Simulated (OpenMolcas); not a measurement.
**Ti³⁺ among point charges: CASSCF and CASPT2 levels and susceptibility**

Aim: the splitting of the states of Ti³⁺ in the field of 4 point charges, its lowest levels with spin-orbit coupling and its magnetic susceptibility.

Method: state-averaged CASSCF and CASPT2, spin-orbit coupling by RASSI with atomic mean-field integrals. Code: OpenMolcas 26.06.

## 1. The atom as given

- Species: Ti³⁺ (titanium, Z = 22, 19 electrons)
- Basis: ANO-RCC-VTZP [6s5p3d2f1g], 59 functions
- Scalar Hamiltonian: DKH2, point nucleus
- Inactive shells: 1s 2s 2p 3s 3p
- Active space: 1 electron in 5 orbitals (3d)
- Some configurations of this space: 3d
- Orbitals: optimised for each spin and parity, averaged over all roots

Outer shells as boxes (Hund's rule):

3d
```
3d [↑ ][  ][  ][  ][  ]
```

The ion sits among 4 point charges of -2 e arranged as a tetrahedron (Td), 2.25 Å from the ion.

Each step is its own input file, run in one work folder so that later steps find the files of earlier ones. Labels, J, g values, rates, χT and fits are worked out afterwards by a script from the matrices that RASSI stores.

## 2. One- and two-electron integrals

a.inp

```
&GATEWAY
Coord
1

Ti 0.0 0.0 0.0
Basis=ANO-RCC-VTZP
Group=NoSym
NoMove
AngMom=0.0 0.0 0.0
AMFI
XField
4 Angstrom 0
1.299038 1.299038 1.299038 -2.000000
1.299038 -1.299038 -1.299038 -2.000000
-1.299038 1.299038 -1.299038 -2.000000
-1.299038 -1.299038 1.299038 -2.000000
&SEWARD
```

On the command line:

```bash
$ OMP_NUM_THREADS=1 MOLCAS_MEM=1689 MOLCAS_PROJECT=a pymolcas a.inp > a.log
```

## 3. CASSCF: doublets, 5 roots

a.inp

```
&RASSCF
FileOrb=start.orb
Symmetry=1
Spin=2
nActEl=1 0 0
Inactive=9
Ras2=5
CIRoot=5 5 1
SDav=5
CIMx=300
Iter=120 100
PrWF=0.3
OrbListing=Nothing
MaxOrb=0
>>> COPY $Project.JobIph JOB001
```

start.orb holds the contracted functions of the basis, ordered by shell, or the orbitals of the step before.

## 4. RASSI: spin-orbit coupling between the states

a.inp

```
&RASSI
NrOfJobIphs=1 5
1 2 3 4 5
IphNames
JOB001
EJob
SpinOrbit
DIPRint=1.0
SOCoupling=1000.0
Subsets=2
Property=9
'ANGMOM' 1 'ANGMOM' 2 'ANGMOM' 3 'MLTPL  1' 1 'MLTPL  1' 2 'MLTPL  1' 3
'AMFI' 1 'AMFI' 2 'AMFI' 3
SOProperty=3
'ANGMOM' 1 'ANGMOM' 2 'ANGMOM' 3
```

## 5. CASPT2: IPEA 0.25, imaginary shift 0.1 (closed shells correlated: 3s 3p)

a.inp

```
>>> COPY JOB001 $Project.JobIph
&CASPT2
Multistate=5 1 2 3 4 5
NoMult
Frozen=5
IPEA=0.25
Imaginary=0.1
MaxIter=60
WThr=0.0 0.3 0.05
PrWF=0.5
NoMix
```

(Steps that only read results are left out.)

Before running it: what results should come out? Wanted: spin-free ground state; first state of the same spin within the active space; lowest level; next level.

**Answer**, as computed:

| quantity | value |
| --- | --- |
| method | SS-CASPT2, IPEA 0.25, imaginary shift 0.1 (closed shells correlated: 3s 3p) |
| spin-free ground state | 2E, 2-fold in its orbital part |
| first state of the same spin within the active space | 2T2 at 1370 cm⁻¹ |
| lowest level | 4-fold Γ8 |
| next level | 1344.0 cm⁻¹ |
| χT at 300 K | 0.45 cm³ K/mol |
| effective moment at 300 K | 1.90 μB |

Cost by method:

| method | time of its own steps | time with the reference |
| --- | --- | --- |
| A. CASSCF | 1.9 s | 1.9 s |
| B. SS-CASPT2, IPEA 0.25, imaginary shift 0.1, +3s 3p | 1.2 s | 3 s |

Times are of one thread on a shared host.

**Reading.** The spin-free ground state (2E) comes to 100 % from free-ion D terms and keeps the highest spin of the shell. χT at 300 K is 0.45, against 0.38 cm³ K/mol for the spin alone, so orbital moment adds to it. A ligand-field fit to the states below 45000 cm-1 gives 10Dq = -1368 cm-1, the gap between the two states. CASPT2 does not keep the components of a term degenerate, and the means are used. An orbital doublet at a regular site is open to a Jahn-Teller distortion, which this geometry leaves out. The field of point charges can differ much from that of real complexes. This is an electrostatic model: the charges have no orbitals.
